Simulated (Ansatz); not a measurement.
# SrCa14BiO16: the cost of one run

Computed with Ansatz 0.2.0 (DFT PBE, scalar-relativistic, plane waves, PAW, unless a step's input says otherwise).

## (1) The structure to begin with

Symmetry: Pmmm, No. 47, orthorhombic system. The conventional cell has a = 4.534 Å, b = 8.801 Å, c = 8.991 Å, α = 90.00°, β = 90.00°, γ = 90.00°. Sr (site symmetry mmm) has 6 O at 2.25 to 2.40 Å in its first shell of neighbours. Mg (site symmetry mmm) is surrounded by 6 O at 2.00 to 2.27 Å. Around Mg (site symmetry mmm) lie 6 O at 2.02 to 2.27 Å. Around Mg (site symmetry mm2) lie 6 O at 2.20 to 2.29 Å. Mg (site symmetry mm2) is surrounded by 6 O at 2.20 to 2.27 Å. Mg (site symmetry m2m) is surrounded by 6 O at 2.09 to 2.31 Å. Mg (site symmetry m2m) is surrounded by 6 O at 2.07 to 2.33 Å. Mg (site symmetry m) is surrounded by 6 O at 2.08 to 2.33 Å. Only part of the 18 independent sites is listed.

Coordinates:

```
Sr Mg Bi O
1.0
     4.53401    0.00000    0.00000
     0.00000    8.80116    0.00000
     0.00000    0.00000    8.99134
Sr Mg Bi O
1 14 1 16
Direct
  0.00000 0.00000 0.00000
  0.00000 0.50000 0.00000
  0.00000 0.50000 0.50000
  0.50000 0.00000 0.24495
  0.50000 0.00000 0.75505
  0.50000 0.50000 0.24897
  0.50000 0.50000 0.75103
  0.50000 0.26203 0.00000
  0.50000 0.26424 0.50000
  0.50000 0.73797 0.00000
  0.50000 0.73576 0.50000
  0.00000 0.26418 0.24696
  0.00000 0.26418 0.75304
  0.00000 0.73582 0.24696
  0.00000 0.73582 0.75304
  0.00000 0.00000 0.50000
  0.00000 0.27311 0.00000
  0.00000 0.27090 0.50000
  0.00000 0.72689 0.00000
  0.00000 0.72910 0.50000
  0.50000 0.24961 0.25063
  0.50000 0.24961 0.74937
  0.50000 0.75039 0.25063
  0.50000 0.75039 0.74937
  0.50000 0.00000 0.00000
  0.50000 0.00000 0.50000
  0.50000 0.50000 0.00000
  0.50000 0.50000 0.50000
  0.00000 0.00000 0.25076
  0.00000 0.00000 0.74924
  0.00000 0.50000 0.25172
  0.00000 0.50000 0.74828
```

The structure comes from the Materials Project (structure only).

## (2) One element swapped, cell strained: Mg → Ca, first probe

What differs from the listed cell: Ca takes all sites of Mg, and lengths are scaled by 1.087 as a first guess of the size; strain xx, yy, zz, yz, xz, xy = -6.6, +3.4, +1.5, +0.0, +0.0, +0.0 %; atoms moved by 0.03 Å root mean square, at most 0.06 Å.

File input.yaml:

```yaml
crystal:
  lattice:
    - [4.6058510233, 0.0, 0.0]
    - [0.0, 9.8919882288, 0.0]
    - [0.0, 0.0, 9.9212802741]
  atoms:
    - { symbol: Sr, position: [0.0, 0.0, 0.0] }
    - { symbol: Ca, position: [0.0, 0.5, 0.0] }
    - { symbol: Ca, position: [0.0, 0.5, 0.5] }
    - { symbol: Ca, position: [0.5, 0.0, 0.2491905273] }
    - { symbol: Ca, position: [0.5, 0.0, 0.7508094727] }
    - { symbol: Ca, position: [0.5, 0.5, 0.2469928344] }
    - { symbol: Ca, position: [0.5, 0.5, 0.7530071656] }
    - { symbol: Ca, position: [0.5, 0.2678762381, 0.0] }
    - { symbol: Ca, position: [0.5, 0.2684706182, 0.5] }
    - { symbol: Ca, position: [0.5, 0.7321237619, 0.0] }
    - { symbol: Ca, position: [0.5, 0.7315293818, 0.5] }
    - { symbol: Ca, position: [0.0, 0.2646529492, 0.2476195709] }
    - { symbol: Ca, position: [0.0, 0.2646529492, 0.7523804291] }
    - { symbol: Ca, position: [0.0, 0.7353470508, 0.2476195709] }
    - { symbol: Ca, position: [0.0, 0.7353470508, 0.7523804291] }
    - { symbol: Bi, position: [0.0, 0.0, 0.5] }
    - { symbol: O, position: [0.0, 0.268021863, 0.0] }
    - { symbol: O, position: [0.0, 0.2697294264, 0.5] }
    - { symbol: O, position: [0.0, 0.731978137, 0.0] }
    - { symbol: O, position: [0.0, 0.7302705736, 0.5] }
    - { symbol: O, position: [0.5, 0.2460759324, 0.2454942571] }
    - { symbol: O, position: [0.5, 0.2460759324, 0.7545057429] }
    - { symbol: O, position: [0.5, 0.7539240676, 0.2454942571] }
    - { symbol: O, position: [0.5, 0.7539240676, 0.7545057429] }
    - { symbol: O, position: [0.5, 0.0, 0.0] }
    - { symbol: O, position: [0.5, 0.0, 0.5] }
    - { symbol: O, position: [0.5, 0.5, 0.0] }
    - { symbol: O, position: [0.5, 0.5, 0.5] }
    - { symbol: O, position: [0.0, 0.0, 0.2508880593] }
    - { symbol: O, position: [0.0, 0.0, 0.7491119407] }
    - { symbol: O, position: [0.0, 0.5, 0.2532060448] }
    - { symbol: O, position: [0.0, 0.5, 0.7467939552] }
basis:
  ecutwfc: 420
kpoints:
  mp_grid: { grid: [4, 2, 2] }
hamiltonian:
  xc: pbe
scf:
  occupations: { method: gaussian, width: 0.1 }
output:
  forces: true
  stress: true
  eigenvalues: true
```

Launch:

```bash
$ ansatz run input.yaml --threads 4 --pin off --max-ram 7168MiB --backend cpu --events-out ev --progress --plain --runs-dir out
```

**Question.** How long does this run take on 4 threads of Arm Neoverse N1, shared host, and how much memory does it need?

About 45 s, with a peak of 2 GiB.
